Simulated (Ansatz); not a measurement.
**C₂H₇Cl₂GaO: one species, many methods**

The task here is to estimate one member of a computed series from the others.

The runs use Ansatz 0.2.0, Gaussian basis; functionals in def2-TZVPP, the program's frozen cores in correlated methods.

The runs, in order: LDA (SPW92), PBE-D4, revPBE-D4, BLYP-D4, r2SCAN-D4, B97M-V, PBE0-D4, B3LYP-D4, r2SCANh-D4, r2SCAN0-D4, HSE06-D4, BHLYP-D4, CAM-B3LYP-D4, LC-ωPBE, ωB97X-V, ωB97M-V, B2PLYP, PBE-QIDH; CCSD(T)/def2-SVP; MP2/def2-TZVPP; MP2/def2-QZVPP; RPA on PBE.

## Structure used throughout

All runs share one geometry, relaxed beforehand with PBE0-D4 in a triple-zeta def2 set.

SMILES `C[OH+][Ga-]([CH3])([Cl])[Cl]`, 13 atoms, charge 0, spin multiplicity 1.

Atoms are counted from 1 here; the program's logs count them from 0.

Bond lengths: C1–O2 1.428 Å, C1–H7 1.092 Å, C1–H8 1.090 Å, C1–H9 1.088 Å, O2–Ga3 2.094 Å, O2–H10 0.966 Å, Ga3–C4 1.955 Å, Ga3–Cl5 2.160 Å, Ga3–Cl6 2.189 Å, C4–H11 1.091 Å, C4–H12 1.091 Å, C4–H13 1.091 Å. Angles: O2–C1–H7 111.3°, O2–C1–H8 109.6°, O2–C1–H9 106.7°, H7–C1–H8 110.3°, H7–C1–H9 109.6°, H8–C1–H9 109.2°, C1–O2–Ga3 124.4°, C1–O2–H10 111.8°, Ga3–O2–H10 104.5°, O2–Ga3–C4 105.4°, O2–Ga3–Cl5 100.2°, O2–Ga3–Cl6 89.4°, C4–Ga3–Cl5 120.4°, C4–Ga3–Cl6 119.5°, Cl5–Ga3–Cl6 113.6°, Ga3–C4–H11 111.0°, Ga3–C4–H12 109.2°, Ga3–C4–H13 110.9° and more.

The first run:

Contents of in.yaml:

```yaml
crystal:
  periodic: [false, false, false]
  atoms:
    - {symbol: C, position_ang: [0.578480, 0.140375, -1.778839]}
    - {symbol: O, position_ang: [-0.429389, 0.786718, -1.000532]}
    - {symbol: Ga, position_ang: [-0.648740, 0.564231, 1.070515]}
    - {symbol: C, position_ang: [0.380954, -1.031168, 1.533778]}
    - {symbol: Cl, position_ang: [0.000101, 2.514202, 1.735829]}
    - {symbol: Cl, position_ang: [-2.816031, 0.407923, 0.801800]}
    - {symbol: H, position_ang: [0.461634, -0.945129, -1.755217]}
    - {symbol: H, position_ang: [0.537312, 0.503464, -2.806256]}
    - {symbol: H, position_ang: [1.536165, 0.414444, -1.341113]}
    - {symbol: H, position_ang: [-1.313871, 0.628492, -1.355602]}
    - {symbol: H, position_ang: [0.028395, -1.899460, 0.974813]}
    - {symbol: H, position_ang: [0.261774, -1.239728, 2.598374]}
    - {symbol: H, position_ang: [1.443715, -0.879165, 1.337453]}
basis:
  gaussian: {orbitals: def2-TZVPP}
hamiltonian: {xc: lda}
output: {orbitals: {seedname: orbitals}}
```

On the command line:

```sh
$ ansatz run in.yaml --threads 4 --pin off --events-out ev --progress --plain --max-ram 11315MiB
```

Steps of the session up to this table: LDA; PBE-D4 (GGA); revPBE-D4 (GGA); BLYP-D4 (GGA); r2SCAN-D4 (meta-GGA); B97M-V (meta-GGA); B3LYP-D4 (hybrid); r2SCANh-D4 (hybrid); r2SCAN0-D4 (hybrid); HSE06-D4 (hybrid); BHLYP-D4 (hybrid); CAM-B3LYP-D4 (range-separated); LC-ωPBE (range-separated); ωB97X-V (range-separated); ωB97M-V (range-separated); B2PLYP (double hybrid); PBE-QIDH (double hybrid).

One table of the session follows, with a row left open; its other results are not shown here.

It belongs to the step «Orbital energies across the functionals». 

```
  functional  HOMO (eV)  gap (eV)
 LDA (SPW92)      -6.93      5.66
      PBE-D4      -6.77      5.76
   revPBE-D4          ?         ?
     BLYP-D4      -6.60      5.63
   r2SCAN-D4      -7.10      6.56
      B97M-V      -7.18      6.38
     PBE0-D4      -8.10      8.00
    B3LYP-D4      -7.83      7.41
  r2SCANh-D4      -7.59      7.36
  r2SCAN0-D4      -8.31      8.53
    HSE06-D4      -7.70      7.23
    BHLYP-D4      -9.27      9.91
CAM-B3LYP-D4      -9.43     10.19
     LC-ωPBE     -10.82     12.92
     ωB97X-V     -10.45     12.32
     ωB97M-V     -10.30     11.80
```

Q: Estimate the row for revPBE-D4 from the others.

As computed: HOMO (eV): -6.71; gap (eV): 5.83. In the column «HOMO (eV)» it lies between PBE-D4 (-6.77) and BLYP-D4 (-6.60).
